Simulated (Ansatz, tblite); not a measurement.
# GeF2H2 (GeH2F2): removing and adding an electron

The task here is to estimate one member of a computed series from the others.

Method: as each input shows; program: Ansatz 0.2.0, Gaussian basis.

Levels to be run: charge +1 doublet, at the geometry of the singlet (PBE0-D4/def2-TZVP, PBE-D4/def2-TZVP, r2SCAN-D4/def2-TZVP, LC-ωPBE(0.10)/def2-TZVP, LC-ωPBE(0.15)/def2-TZVP, LC-ωPBE(0.20)/def2-TZVP, LC-ωPBE(0.30)/def2-TZVP, CCSD(T)/def2-TZVPP); charge -1 doublet, at the geometry of the singlet (PBE0-D4/def2-TZVPD, PBE-D4/def2-TZVPD, r2SCAN-D4/def2-TZVPD, LC-ωPBE(0.10)/def2-TZVP, LC-ωPBE(0.15)/def2-TZVP, LC-ωPBE(0.20)/def2-TZVP, LC-ωPBE(0.30)/def2-TZVP); the starting singlet's energies come from earlier runs.

**The relaxed structure**

The geometry is that of the singlet, from an earlier relaxation (r2SCAN-D4/def2-TZVP).

5 atoms, charge 0, spin multiplicity 1.

Atoms are counted from 1 here; the program's logs count them from 0.

Bond lengths: Ge1–F2 1.726 Å, Ge1–F3 1.726 Å, Ge1–H4 1.525 Å, Ge1–H5 1.525 Å. Angles: F2–Ge1–F3 104.6°, F2–Ge1–H4 107.9°, F2–Ge1–H5 107.9°, F3–Ge1–H4 107.9°, F3–Ge1–H5 107.9°, H4–Ge1–H5 119.5°.

The first run:

The input, in.yaml:

```yaml
crystal:
  periodic: [false, false, false]
  atoms:
    - {symbol: Ge, position_ang: [-0.093838, 0.000488, -0.065478]}
    - {symbol: F, position_ang: [-0.010056, -0.019594, 1.657993]}
    - {symbol: F, position_ang: [1.552560, 0.010820, -0.582058]}
    - {symbol: H, position_ang: [-0.727579, 1.321282, -0.489613]}
    - {symbol: H, position_ang: [-0.721097, -1.313006, -0.520844]}
basis:
  gaussian: {orbitals: def2-TZVP}
total_charge: 1
magnetization: {spin_polarized: true, initial_magnetization: 1}
hamiltonian: {xc: pbe0, dispersion: d4}
output: {orbitals: {seedname: orbitals}}
```

On the command line:

```
$ ansatz run in.yaml --threads 4 --pin off --events-out ev --progress --plain --max-ram 3916MiB
```

Among the steps run: Charge +1 doublet at the fixed geometry, PBE0-D4/def2-TZVP; Charge +1 doublet at the fixed geometry, PBE-D4/def2-TZVP; Charge +1 doublet at the fixed geometry, r2SCAN-D4/def2-TZVP; Charge +1 doublet at the fixed geometry, LC-ωPBE(0.10)/def2-TZVP; Charge +1 doublet at the fixed geometry, LC-ωPBE(0.15)/def2-TZVP; Charge +1 doublet at the fixed geometry, LC-ωPBE(0.20)/def2-TZVP; Charge +1 doublet at the fixed geometry, LC-ωPBE(0.30)/def2-TZVP; Charge +1 doublet at the fixed geometry, CCSD(T)/def2-TZVPP.

One of the session's tables, all rows but one given; the rest of the session is left out.

| method | vertical ionisation energy (eV) |
| --- | --- |
| HF/def2-TZVPP | 12.86 |
| PBE-D4/def2-TZVP | 12.04 |
| r2SCAN-D4/def2-TZVP | 12.32 |
| PBE0-D4/def2-TZVP | ? |
| MP2/def2-TZVPP | 13.19 |
| CCSD/def2-TZVPP | 13.20 |
| CCSD(T)/def2-TZVPP | 13.05 |

Estimate the missing values for PBE0-D4/def2-TZVP.

The run gave: vertical ionisation energy (eV): 12.63. In the column «vertical ionisation energy (eV)» it lies between r2SCAN-D4/def2-TZVP (12.32) and HF/def2-TZVPP (12.86).
